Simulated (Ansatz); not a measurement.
Below is the output of a Python script on Ansatz's Python interface that makes a test of the smearing width of SiW3, space group Im-3m. Write a script that gives it. Use (first run): PBEsol, PAW, cutoff 450 eV, 6×6×6 k-points, Gaussian smearing of 0.5 eV. The script varies width (eV): 0.5, 0.3, 0.2, 0.1.

Input file `siw3.cif`:
```cif
data_SiW3
_cell_length_a 4.514028
_cell_length_b 4.514028
_cell_length_c 4.514028
_cell_angle_alpha 109.47122
_cell_angle_beta 109.47122
_cell_angle_gamma 109.47122
_symmetry_space_group_name_H-M 'P 1'
_symmetry_Int_Tables_number 1
loop_
_symmetry_equiv_pos_as_xyz
'x, y, z'
loop_
_atom_site_label
_atom_site_type_symbol
_atom_site_fract_x
_atom_site_fract_y
_atom_site_fract_z
Si1 Si    0.000000    0.000000    0.000000
W2 W    0.500000    0.500000    0.000000
W3 W    0.500000    0.000000    0.500000
W4 W    0.000000    0.500000    0.500000
```

`python smear_siw3.py` gives:
```text
0.5: -72.11 meV/atom
0.3: -25.75 meV/atom
0.2: -9.99 meV/atom
```

One script that gives this output:

`smear_siw3.py`
```python
"""How the energy of SiW3 depends on the smearing."""

import csv

import ansatz as az
from ase.io import read


def main() -> None:
    atoms = read("siw3.cif")
    crystal = az.Crystal.from_ase(atoms)

    base = (
        crystal.calculation()
        .functional("pbesol")
        .pseudopotentials("paw")
        .basis(450)
        .kpoints(6)
    )

    rows = []
    for value in [0.5, 0.3, 0.2, 0.1]:
        report = base.occupations("gaussian", width=value).run(threads=1, pin="off").report
        rows.append((value, report["free_energy_ev"] / len(report["lattice"]["sites"]), report["n_iterations"], report["n_kpoints"]))

    with open("smear.csv", "w", newline="") as handle:
        writer = csv.writer(handle)
        writer.writerow(["width (eV)", "F/atom (eV)", "iterations", "k-points"])
        writer.writerows([round(v, 5) if isinstance(v, float) else v for v in row] for row in rows)

    # the last row is the reference
    for row in rows[:-1]:
        shift = 1000 * (row[1] - rows[-1][1])
        print(f"{row[0]}: {shift:+.2f} meV/atom" + ("  (within 2 meV)" if abs(shift) < 2 else ""))


if __name__ == "__main__":
    main()
```

Going from 0.1 to 0.5 eV changes F by -72.1 meV an atom. With this scheme F falls roughly as the square of the width; the report's estimate for zero width (energy_sigma0_ev) moves by only -5.7 meV.

Reading the output:
- Spin is left out of this run.
- For a metal this k-point mesh is coarse: on a finer one energies can move by several to tens of meV an atom and pressures by half a GPa or more, differences at one mesh by less.
- The free energy holds a sizeable smearing term, which stands for no physical temperature.
- The narrowest width needs the finest mesh, so the last row is no converged reference.
- Spin-orbit coupling, which matters for elements this heavy, is left out.
- This cell is a computed structure, which may not be the phase found in nature.
- The whole script took 6.2 s on 1 thread of Arm Neoverse V2, with other jobs on the host, peak memory 0.44 GiB.
